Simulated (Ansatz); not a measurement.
# Ba2AlO: the cost of one run

Method: DFT PBE, scalar-relativistic, plane waves, PAW, in Ansatz 0.2.0.

**1. The system as given**

It takes space group P4/mmm (No. 123, tetragonal). The conventional cell has a = 4.839 Å, b = 4.839 Å, c = 4.921 Å, α = 90.00°, β = 90.00°, γ = 90.00°. Around Ba (site symmetry 4/mmm) lie 2 Al at 2.46 Å. Ba (site symmetry 4/mmm) is surrounded by 2 O at 2.46 Å. Around Al (site symmetry 4/mmm) lie 2 Ba at 2.46 Å. Around O (site symmetry 4/mmm) lie 2 Ba at 2.46 Å.

As a file:

```
Ba Al O
1.0
     4.83920    0.00000    0.00000
     0.00000    4.83920    0.00000
     0.00000    0.00000    4.92063
Ba Al O
2 1 1
Direct
  0.50000 0.50000 0.50000
  0.00000 0.00000 0.00000
  0.50000 0.50000 0.00000
  0.00000 0.00000 0.50000
```

The cell is invented: random cell by space group and Wyckoff sites (P4/mmm, No. 123). Lengths come from tabulated atomic sizes and are only a guess.

**2. The guess as it stands, on a coarse mesh**

The input, input.yaml:

```yaml
crystal:
  lattice:
    - [4.83919515, 0.0, 0.0]
    - [0.0, 4.83919515, 0.0]
    - [0.0, 0.0, 4.92062902]
  atoms:
    - { symbol: Ba, position: [0.5, 0.5, 0.5] }
    - { symbol: Ba, position: [0.0, 0.0, 0.0] }
    - { symbol: Al, position: [0.5, 0.5, 0.0] }
    - { symbol: O, position: [0.0, 0.0, 0.5] }
basis:
  ecutwfc: 420
kpoints:
  mp_grid: { grid: [4, 4, 4] }
hamiltonian:
  xc: pbe
scf:
  occupations: { method: gaussian, width: 0.1 }
  lower_state_search: "off"
output:
  forces: true
  stress: true
  eigenvalues: true
```

On the command line:

```console
ansatz run input.yaml --threads 1 --pin off --max-ram 2560MiB --backend cpu --events-out ev --progress --plain --runs-dir out
```

What time and memory should one allow on 1 thread of Intel Xeon at 2.50GHz (Skylake/Cascade Lake), shared host?

About 8.8 s, with a peak of 0.39 GiB.
